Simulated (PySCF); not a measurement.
# C13H16: magnetic properties

What do calculations give for the magnetic properties of C13H16 (`CC1(c2ccccc2)CC2(CC2)C1`)?

Programs: PySCF 2.14.0, with routines of our own; each step states its level. All values are computed. Atoms count from 0.

## Step 1: The system as given

29 atoms, charge 0, multiplicity 1; geometry from: GFN2-xTB.

## Step 2: Magnetic properties: GIAO BHandHLYP/pcSseg-1

What the job is given:

```
{"job": {"kind": "mag", "xc": "BHandHLYP", "basis": "pcSseg-1", "isotopologues": 0}, "charge": 0, "multiplicity": 1}
C     -0.133303    -0.837279    -1.910823
C     -0.163390    -0.216449    -0.515399
C      1.244763    -0.081225    -0.006030
C      1.988175     1.062047    -0.272535
C      3.295872     1.173059     0.164615
C      3.882792     0.137389     0.870637
C      3.155061    -1.010687     1.131560
C      1.847383    -1.119421     0.693797
C     -1.171883    -0.931609     0.416886
C     -2.121333     0.238028     0.228085
C     -3.170154     0.722450     1.173025
C     -3.558439     0.156155    -0.165178
C     -1.045150     1.055349    -0.463974
H      0.439258    -0.209168    -2.590690
H     -1.144473    -0.944002    -2.297162
H      0.334098    -1.819434    -1.875845
H      1.541056     1.871172    -0.831369
H      3.859751     2.069994    -0.048456
H      4.904041     0.222649     1.211510
H      3.608554    -1.826046     1.676696
H      1.289943    -2.023148     0.893014
H     -0.819912    -1.024067     1.444153
H     -1.529946    -1.899616     0.068909
H     -3.375368     0.133518     2.054763
H     -3.271258     1.786887     1.325229
H     -4.030626    -0.815086    -0.190027
H     -3.924863     0.837529    -0.919171
H     -0.636541     1.838140     0.174586
H     -1.314014     1.480821    -1.429945
```

With the program's defaults for keys left out, this is: GIAO BHandHLYP/pcSseg-1 magnetisability, rotational g tensor and spin-rotation constants, non-relativistic, gas phase.

The run is started by

```bash
$ OMP_NUM_THREADS=1 python excited_run.py task.json out
```

This one command runs all jobs of the session in turn.

The program printed:

```text
coarse grid: 24040 points
cycle   1  E = -504.4411430526  dE =  2.899e+00  |g| = 4.220e-01  |ddm| = 5.118e+00
cycle   2  E = -504.4851120922  dE = -4.397e-02  |g| = 2.424e-01  |ddm| = 9.862e-01
cycle   3  E = -504.4994878756  dE = -1.438e-02  |g| = 6.218e-02  |ddm| = 2.892e-01
cycle   4  E = -504.5004432036  dE = -9.553e-04  |g| = 1.672e-02  |ddm| = 9.293e-02
cycle   5  E = -504.5005065100  dE = -6.331e-05  |g| = 3.503e-03  |ddm| = 2.090e-02
cycle   6  E = -504.5005091980  dE = -2.688e-06  |g| = 1.433e-03  |ddm| = 4.791e-03
final grid: 231656 points
cycle   7  E = -504.5738213015  dE = -4.086e-05  |g| = 4.940e-03  |ddm| = 4.064e-02
cycle   8  E = -504.5738216106  dE = -3.090e-07  |g| = 4.889e-03  |ddm| = 1.249e-02
cycle   9  E = -504.5738278958  dE = -6.285e-06  |g| = 7.767e-04  |ddm| = 6.251e-03
cycle  10  E = -504.5738280445  dE = -1.487e-07  |g| = 2.196e-04  |ddm| = 9.722e-04
cycle  11  E = -504.5738280571  dE = -1.254e-08  |g| = 5.906e-05  |ddm| = 3.325e-04
cycle  12  E = -504.5738280579  dE = -8.215e-10  |g| = 1.343e-05  |ddm| = 7.786e-05
converged SCF energy = -504.5738280579

Magnetisability tensor (1e-30 J/T^2)
    -1956.56      150.06      334.57
      150.06    -2073.54     -297.91
      334.57     -297.91    -2556.20
isotropic -2195.43   principal values   -2848.88  -1931.97  -1805.46
isotropic susceptibility -132.212 1e-6 cm^3/mol

Inertial axes            a          b          c
rot. const./GHz      1.9534     0.4464     0.4442
chi total          -115.684   -116.347   -164.605
chi diamagnetic    -827.947  -2864.124  -2875.733
chi paramagnetic    712.263   2747.778   2711.128
quadrupole/D A        0.142      6.020     -6.162
g nuclear            0.6318     0.5707     0.5718
g electronic        -0.6536    -0.5762    -0.5658
g total             -0.0219    -0.0056     0.0060

Spin-rotation constants (kHz, H = +C I.J)
atom  isotope        aa         bb         cc
 13     1H       -0.166     -0.010     -0.039
 14     1H        0.034     -0.053     -0.037
 15     1H       -0.166     -0.011     -0.038
 16     1H       -0.114      0.030     -0.044
 17     1H       -0.104      0.027     -0.042
 18     1H        0.190     -0.046     -0.037
 19     1H       -0.104      0.027     -0.042
 20     1H       -0.114      0.030     -0.044
 21     1H       -0.162     -0.035     -0.004
 22     1H       -0.184     -0.018     -0.022
 23     1H       -0.216     -0.017     -0.030
 24     1H       -0.216     -0.018     -0.029
 25     1H       -0.155     -0.017     -0.042
 26     1H       -0.155     -0.017     -0.042
 27     1H       -0.162     -0.036     -0.004
 28     1H       -0.184     -0.017     -0.022
  0    13C*       0.369      0.072      0.072
  1    13C*       0.341      0.072      0.081
  2    13C*       0.966      0.205      0.064
  3    13C*       0.710      0.204      0.059
  4    13C*       0.729      0.208      0.056
  5    13C*       0.924      0.155      0.057
  8    13C*       0.317      0.092      0.081
  9    13C*       0.413      0.021      0.061
 10    13C*       0.248      0.034      0.087
 11    13C*       0.292      0.037      0.083
* in the singly substituted isotopologue
```

Run time: 2.2 min. Hardware: 1 thread of Arm Neoverse V1, shared host; peak memory 1.6 GiB.

In short:

```csv
quantity,value
magnetisability,-2195·10⁻³⁰ J/T²
molar susceptibility,-132.2·10⁻⁶ cm³/mol
"rotational g (a, b, c)","-0.0219, -0.0056, 0.0060"
```

## Step 3: Magnetic properties: GIAO KT1/pcSseg-0

Settings changed since step 2:

```diff
@@ -1,2 +1,2 @@
-{"job": {"kind": "mag", "xc": "BHandHLYP", "basis": "pcSseg-1", "isotopologues": 0}, "charge": 0, "multiplicity": 1}
+{"job": {"kind": "mag", "xc": "KT1", "basis": "pcSseg-0", "scf": {"guess": "huckel"}}, "charge": 0, "multiplicity": 1}
 C     -0.133303    -0.837279    -1.910823
```

Level: GIAO KT1/pcSseg-0 magnetisability, rotational g tensor and spin-rotation constants, non-relativistic, gas phase.

The program printed:

```text
final grid: 231656 points
cycle   1  E = -507.0851751139  dE = -1.811e+00  |g| = 3.583e+00  |ddm| = 9.097e+00
cycle   2  E = -499.0964704532  dE =  7.989e+00  |g| = 5.851e+00  |ddm| = 3.019e+01
cycle   3  E = -509.4903429920  dE = -1.039e+01  |g| = 1.956e+00  |ddm| = 2.983e+01
cycle   4  E = -510.4228514135  dE = -9.325e-01  |g| = 9.793e-01  |ddm| = 5.883e+00
cycle   5  E = -510.6315933500  dE = -2.087e-01  |g| = 5.158e-01  |ddm| = 2.076e+00
cycle   6  E = -510.6991471173  dE = -6.755e-02  |g| = 1.556e-01  |ddm| = 1.095e+00
cycle   7  E = -510.7057437370  dE = -6.597e-03  |g| = 4.049e-02  |ddm| = 3.087e-01
cycle   8  E = -510.7062220757  dE = -4.783e-04  |g| = 1.029e-02  |ddm| = 7.677e-02
cycle   9  E = -510.7062547741  dE = -3.270e-05  |g| = 1.526e-03  |ddm| = 2.141e-02
cycle  10  E = -510.7062552271  dE = -4.530e-07  |g| = 1.066e-03  |ddm| = 4.633e-03
cycle  11  E = -510.7062555218  dE = -2.947e-07  |g| = 2.015e-04  |ddm| = 1.487e-03
cycle  12  E = -510.7062555329  dE = -1.110e-08  |g| = 5.609e-05  |ddm| = 4.914e-04
cycle  13  E = -510.7062555337  dE = -8.345e-10  |g| = 1.203e-05  |ddm| = 9.798e-05
converged SCF energy = -510.7062555337

Magnetisability tensor (1e-30 J/T^2)
    -2016.35      151.88      335.26
      151.88    -2107.20     -292.38
      335.26     -292.38    -2579.68
isotropic -2234.41   principal values   -2876.72  -1967.97  -1858.53
isotropic susceptibility -134.559 1e-6 cm^3/mol

Inertial axes            a          b          c
rot. const./GHz      1.9534     0.4464     0.4442
chi total          -119.275   -118.515   -165.888
chi diamagnetic    -829.952  -2865.456  -2877.133
chi paramagnetic    710.677   2746.941   2711.245
quadrupole/D A        0.866      5.601     -6.467
g nuclear            0.6318     0.5707     0.5718
g electronic        -0.6522    -0.5761    -0.5658
g total             -0.0204    -0.0054     0.0060

Spin-rotation constants (kHz, H = +C I.J)
atom  isotope        aa         bb         cc
 13     1H       -0.184     -0.012     -0.045
 14     1H        0.029     -0.057     -0.043
 15     1H       -0.184     -0.012     -0.044
 16     1H       -0.130      0.025     -0.051
 17     1H       -0.120      0.021     -0.049
 18     1H        0.165     -0.049     -0.045
 19     1H       -0.120      0.022     -0.049
 20     1H       -0.130      0.024     -0.051
 21     1H       -0.183     -0.040     -0.007
 22     1H       -0.209     -0.021     -0.025
 23     1H       -0.243     -0.018     -0.034
 24     1H       -0.243     -0.019     -0.033
 25     1H       -0.179     -0.018     -0.046
 26     1H       -0.179     -0.018     -0.047
 27     1H       -0.183     -0.040     -0.007
 28     1H       -0.209     -0.021     -0.025
  0    13C*       0.351      0.068      0.068
  1    13C*       0.322      0.069      0.076
  2    13C*       0.863      0.187      0.058
  3    13C*       0.654      0.185      0.053
  4    13C*       0.674      0.189      0.049
  5    13C*       0.837      0.146      0.050
  8    13C*       0.295      0.087      0.078
  9    13C*       0.388      0.018      0.054
 10    13C*       0.212      0.032      0.085
 11    13C*       0.266      0.036      0.078
* in the singly substituted isotopologue
```

It took 64 s on 1 thread of Arm Neoverse V1, shared host; peak memory 0.85 GiB.

Key values:

```csv
quantity,value
magnetisability,-2234·10⁻³⁰ J/T²
molar susceptibility,-134.6·10⁻⁶ cm³/mol
"rotational g (a, b, c)","-0.0204, -0.0054, 0.0060"
```

## Step 4: The levels compared

```
                  level  ξ (10⁻³⁰ J/T²)     g(a)     g(b)  gap (eV)  functions     time
GIAO BHandHLYP/pcSseg-1           -2195  -0.0219  -0.0056      8.67        301  2.2 min
      GIAO KT1/pcSseg-0           -2234  -0.0204  -0.0054      5.15        149     64 s
```

## Step 5: Outcome

| quantity | value |
| --- | --- |
| magnetisability (step 2, GIAO BHandHLYP/pcSseg-1) | -2195·10⁻³⁰ J/T² |
| molar susceptibility (step 2, GIAO BHandHLYP/pcSseg-1) | -132.2·10⁻⁶ cm³/mol |
| rotational g (a, b, c) (step 2, GIAO BHandHLYP/pcSseg-1) | -0.0219, -0.0056, 0.0060 |
| magnetisability over the levels | -2234 to -2195·10⁻³⁰ J/T² |

What this shows: The magnetisability spreads by 1.8 % over 2 levels, from GIAO KT1/pcSseg-0 (64 s) to GIAO BHandHLYP/pcSseg-1 (2.2 min); the runs took 64 s to 2.2 min. Two levels can agree by chance, so this spread shows no convergence. Vibrational averaging and real surroundings are missing from these values.
